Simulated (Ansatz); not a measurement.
# Hf2Ge3: the cost of one run

Method: DFT PBE, scalar-relativistic, plane waves, PAW, in Ansatz 0.2.0.

1 further run of the same task is left out (it didn't finish).

## 1. The structure to begin with

It takes space group P-3m1 (No. 164, trigonal). Conventional cell: a = 4.560 Å, b = 4.560 Å, c = 5.600 Å, α = 90.00°, β = 90.00°, γ = 120.00°. Hf (site symmetry 3m) has 8 Ge at 2.73 to 2.87 Å as nearest neighbours. Ge (site symmetry -3m) is surrounded by 6 Hf at 2.78 Å. Ge (site symmetry 3m) has 5 Hf at 2.73 to 2.87 Å and 3 Ge at 3.09 Å as nearest neighbours.

Structure file:

```
Hf Ge
1.0
     4.56007    0.00000    0.00000
    -2.28003    3.94913    0.00000
     0.00000    0.00000    5.59961
Hf Ge
2 3
Direct
  0.33333 0.66667 0.15687
  0.66667 0.33333 0.84313
  0.00000 0.00000 0.00000
  0.33333 0.66667 0.64493
  0.66667 0.33333 0.35507
```

A structure generator made this guess: species swapped into a database cell of Al3Pd2 (P-3m1, No. 164), with Ge on the Al sites and Hf on the Pd sites. The dimensions are guesses.

## 2. The guess as it stands, on a coarse mesh

Contents of input.yaml:

```yaml
crystal:
  lattice:
    - [4.56006667, 0.0, 0.0]
    - [-2.28003334, 3.94913358, 0.0]
    - [0.0, 0.0, 5.59961012]
  atoms:
    - { symbol: Hf, position: [0.33333333, 0.66666667, 0.1568725] }
    - { symbol: Hf, position: [0.66666667, 0.33333333, 0.8431275] }
    - { symbol: Ge, position: [0.0, 0.0, 0.0] }
    - { symbol: Ge, position: [0.33333333, 0.66666667, 0.64492893] }
    - { symbol: Ge, position: [0.66666667, 0.33333333, 0.35507107] }
basis:
  ecutwfc: 420
kpoints:
  mp_grid: { grid: [6, 6, 4] }
hamiltonian:
  xc: pbe
scf:
  occupations: { method: gaussian, width: 0.1 }
  lower_state_search: "off"
output:
  forces: true
  stress: true
  eigenvalues: true
```

Command:

```console
ansatz run input.yaml --threads 1 --pin off --max-ram 2560MiB --backend cpu --events-out ev --progress --plain --runs-dir out
```

Q: Estimate wall time and peak memory on 1 thread of AMD EPYC, shared host.

About 22 s, with a peak of 0.47 GiB.
